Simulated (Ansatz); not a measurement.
# CHGe radical: geometry and frequencies at several levels

One table from this session's results is given with a row withheld; the runs are named, their logs left out.

Computed with Ansatz 0.2.0 (the levels named in each step, unless a step's input says otherwise).

### The structure to begin with

Bond lengths: C1–Ge2 1.771 Å, C1–H3 1.073 Å. Angles: Ge2–C1–H3 180.0°.

Structure file:

```xyz
3

C     0.0000    0.0000   -0.2328
Ge    0.0000    0.0000    1.5386
H     0.0000    0.0000   -1.3058
```

Set-up of the first run:

Input file input.yaml:

```yaml
crystal:
  periodic: [false, false, false]
  atoms:
    - { symbol: C, position_ang: [0.0, 0.0, -0.22813727] }
    - { symbol: Ge, position_ang: [0.0, 0.0, 1.53763626] }
    - { symbol: H, position_ang: [0.0, 0.0, -1.30949899] }
magnetization:
  spin_polarized: true
  initial_magnetization: 1
basis:
  gaussian: { orbitals: def2-TZVPP }
hamiltonian:
  xc: pbe0
  dispersion: d4
phonons: {}
```

Run with:

```bash
> ansatz run input.yaml --threads 2 --pin off --max-ram 5120MiB --backend cpu --events-out ev --progress --plain --runs-dir out
```

Steps of the session up to this table: Frequencies, PBE0-D4/def2-TZVPP; Relaxation, PBE-D4/def2-TZVPP; Frequencies, PBE-D4/def2-TZVPP; Relaxation, r2SCAN-D4/def2-TZVPP; Frequencies, r2SCAN-D4/def2-TZVPP; Relaxation, B3LYP-D4/def2-TZVPP; Frequencies, B3LYP-D4/def2-TZVPP; Relaxation, B2PLYP/def2-TZVPP.

One of the session's tables, all rows but one given; the rest of the session is left out.

It belongs to the step «Geometries side by side». 

```
               level  C1–Ge2 (Å)  rotational constants (MHz)  dipole (D)  highest frequency (cm⁻¹)
  PBE0-D4/def2-TZVPP      1.7658                       12983        0.16                      3259
   PBE-D4/def2-TZVPP      1.7865                       12690        0.13                      3155
r2SCAN-D4/def2-TZVPP           ?                           ?           ?                         ?
 B3LYP-D4/def2-TZVPP      1.7747                       12865        0.22                      3240
   B2PLYP/def2-TZVPP      1.7633                       13023        0.20                         -
```

Estimate the missing values for r2SCAN-D4/def2-TZVPP.

The run gave: C1–Ge2 (Å): 1.7697; rotational constants (MHz): 12927; dipole (D): 0.01; highest frequency (cm⁻¹): 3229. In the column «C1–Ge2 (Å)» it lies between PBE0-D4/def2-TZVPP (1.7658) and B3LYP-D4/def2-TZVPP (1.7747).
